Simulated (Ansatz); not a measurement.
# wB97M-V/cc-pVDZ run of SiCl4 (silicon tetrachloride)

Aim: the energy change on altering one bond length of SiCl4 (silicon tetrachloride) at wB97M-V/cc-pVDZ, from 2 runs. 

Program for the calculation: Ansatz 0.2.0.

43 further runs of the same task are left out: 3 that didn't finish, 40 set aside as unsound or not needed.

## Step 1: The system as given

SiCl4 has 5 atoms, charge 0, and is taken as a singlet. As SMILES, `Cl[Si](Cl)(Cl)Cl`. The shape is that of a PBE0-D4/def2-TZVP optimisation.

Bond lengths: Cl1–Si2 2.021 Å, Si2–Cl3 2.022 Å, Si2–Cl4 2.022 Å, Si2–Cl5 2.021 Å. Angles: Cl1–Si2–Cl3 109.5°, Cl1–Si2–Cl4 109.5°, Cl1–Si2–Cl5 109.5°, Cl3–Si2–Cl4 109.5°, Cl3–Si2–Cl5 109.5°, Cl4–Si2–Cl5 109.5°.

## Step 2: The energy at wB97M-V/cc-pVDZ

File job.yaml:

```yaml
basis:
  gaussian: {orbitals: cc-pVDZ}
crystal:
  periodic: [false, false, false]
  atoms:
    - {symbol: Cl, position_ang: [-0.962600, -0.087600, 1.762300]}
    - {symbol: Si, position_ang: [0.010000, -0.014700, -0.008300]}
    - {symbol: Cl, position_ang: [1.655400, -1.185900, 0.078100]}
    - {symbol: Cl, position_ang: [-1.212100, -0.676900, -1.476100]}
    - {symbol: Cl, position_ang: [0.559300, 1.891400, -0.397500]}
accuracy: high
output: {orbitals: {seedname: orbitals}}
hamiltonian: {xc: {name: wB97M-V}}
```

On the command line:

```
$ ansatz run job.yaml --threads 1 --pin off --max-ram 3480MiB --events-out events.jsonl --progress --plain --runs-dir runs
```

The program printed:

```text
Warning: RAYON_NUM_THREADS=1 ignored (pool sized by the plan → 1); use --threads N
Functional definition: wB97M-V
  name "wB97M-V"
  parameter omega = 0.3/bohr
  parameter cx = 0.15
  parameter cx01 = 1.007
  parameter cx10 = 0.259
  parameter css00 = 0.443
  parameter css04 = -1.437
  parameter css10 = -4.535
  parameter css20 = -3.390
  parameter css43 = 4.278
  parameter cos00 = 1.000
  parameter cos10 = 1.358
  parameter cos20 = 2.924
  parameter cos21 = -8.812
  parameter cos60 = -1.390
  parameter cos61 = 9.142
  parameter b = 6.0
  parameter c = 0.01
  gx(w, u) = 1 - cx + cx01*u + cx10*w
  gss(w, u) = css00 + css04*u^4 + css10*w + css20*w^2 + css43*w^4*u^3
  gos(w, u) = cos00 + cos10*w + (cos20 + cos21*u)*w^2 + (cos60 + cos61*u)*w^6
  exchange = spin_sum(e_x_unif_sr(omega)*gx(b97_w, b97_u_x)) + cx*exact_x_sr(omega) + exact_x_lr(omega)
  correlation = spin_sum(e_c_pw_mod_same_spin*gss(b97_w, b97_u_same))
      + integral(e_c_pw_mod_opposite_spin*gos(b97_w_opposite, b97_u_opposite)) + vv10(b, c)
2011 factors; integrals over basis functions are off by at most 3.0e-9 eV
380 factors; integrals over basis functions are off by at most 2.0e-9 eV
mean field evaluation 1: about -57969.8069 eV, gradient 2.3e1 eV
mean field evaluation 2: about -57970.2734 eV, gradient 2.1e1 eV
mean field evaluation 4: about -57971.3808 eV, gradient 3.2e-1 eV
mean field evaluation 8: about -57971.5045 eV, gradient 1.0e-2 eV
mean field evaluation 16: about -57971.5045 eV, gradient 3.9e-7 eV
mean field -57971.50452334 eV, -2130.4134967355 hartree, gradient 1.7e-8 eV, S^2 0.000000; 0 other end points of the search recorded, 0 dependent functions left out
reference -57971.50452688 eV, -2130.4134968659 hartree; 41, 41 occupied and 49, 49 virtual orbitals, 2011 factors
Total energy: -57971.50452688 eV, -2130.4134968659 hartree
```

It took 35 s on 1 thread of Intel Xeon 6975P-C (Granite Rapids), shared host; peak memory 0.7 GiB.

## Step 3: The distorted shape at the same level

File run.yaml:

```yaml
crystal:
  periodic: [false, false, false]
  atoms:
    - symbol: Cl
      position_ang: [-1.621766, -2.374939, 2.229344]
    - symbol: Si
      position_ang: [-0.649166, -2.302039, 0.458744]
    - symbol: Cl
      position_ang: [0.996234, -3.473239, 0.545144]
    - symbol: Cl
      position_ang: [-1.871266, -2.964239, -1.009056]
    - symbol: Cl
      position_ang: [0.559300, 1.891400, -0.397500]
basis:
  gaussian:
    orbitals: cc-pVDZ
hamiltonian:
  xc: {name: wB97M-V}
accuracy: high
output:
  orbitals: {seedname: orbitals}
```

On the command line:

```
$ ansatz run run.yaml --threads 1 --pin off --max-ram 3480MiB --events-out events.jsonl --progress --plain --runs-dir runs
```

The program printed:

```text
Warning: RAYON_NUM_THREADS=1 ignored (pool sized by the plan → 1); use --threads N
Functional definition: wB97M-V
  name "wB97M-V"
  parameter omega = 0.3/bohr
  parameter cx = 0.15
  parameter cx01 = 1.007
  parameter cx10 = 0.259
  parameter css00 = 0.443
  parameter css04 = -1.437
  parameter css10 = -4.535
  parameter css20 = -3.390
  parameter css43 = 4.278
  parameter cos00 = 1.000
  parameter cos10 = 1.358
  parameter cos20 = 2.924
  parameter cos21 = -8.812
  parameter cos60 = -1.390
  parameter cos61 = 9.142
  parameter b = 6.0
  parameter c = 0.01
  gx(w, u) = 1 - cx + cx01*u + cx10*w
  gss(w, u) = css00 + css04*u^4 + css10*w + css20*w^2 + css43*w^4*u^3
  gos(w, u) = cos00 + cos10*w + (cos20 + cos21*u)*w^2 + (cos60 + cos61*u)*w^6
  exchange = spin_sum(e_x_unif_sr(omega)*gx(b97_w, b97_u_x)) + cx*exact_x_sr(omega) + exact_x_lr(omega)
  correlation = spin_sum(e_c_pw_mod_same_spin*gss(b97_w, b97_u_same))
      + integral(e_c_pw_mod_opposite_spin*gos(b97_w_opposite, b97_u_opposite)) + vv10(b, c)
1926 factors; integrals over basis functions are off by at most 3.1e-9 eV
406 factors; integrals over basis functions are off by at most 1.8e-9 eV
mean field evaluation 1: about -57960.6247 eV, gradient 3.3e1 eV
mean field evaluation 2: about -57941.3172 eV, gradient 7.0e1 eV
mean field evaluation 4: about -57964.7976 eV, gradient 7.0e0 eV
mean field evaluation 8: about -57965.6852 eV, gradient 4.8e-1 eV
mean field evaluation 16: about -57965.7776 eV, gradient 4.5e-4 eV
mean field evaluation 32: about -57962.4328 eV, gradient 2.3e1 eV
mean field -57965.77761178 eV, -2130.2030366178 hartree, gradient 5.5e-8 eV, S^2 0.000000; 4 other end points of the search recorded, 0 dependent functions left out
reference -57965.77761589 eV, -2130.2030367687 hartree; 41, 41 occupied and 49, 49 virtual orbitals, 1926 factors
Total energy: -57965.77761589 eV, -2130.2030367687 hartree
```

Wall time 51 s (1 thread of Intel Xeon 6975P-C (Granite Rapids), shared host); peak memory 0.68 GiB.

## Step 4: Results

Level: wB97M-V/cc-pVDZ.

```
                                                           quantity           value
                                          first shape: total energy  -2130.41350 Eh
                                           first shape: HOMO energy       -11.73 eV
                                           first shape: LUMO energy         1.60 eV
                                         first shape: HOMO–LUMO gap        13.33 eV
                                      distorted shape: total energy  -2130.20304 Eh
                                       distorted shape: HOMO energy        -8.60 eV
                                       distorted shape: LUMO energy        -4.46 eV
                                     distorted shape: HOMO–LUMO gap         4.14 eV
energy change with the Si2–Cl5 bond stretched from 2.021 to 4.447 Å        5.727 eV
```

What this shows: With the Si2–Cl5 bond stretched from 2.021 to 4.447 Å the energy rises by 5.73 eV (553 kJ/mol). The first shape isn't relaxed at this level, so the change isn't measured from a minimum. A restricted reference can't describe the breaking bond well at this length.
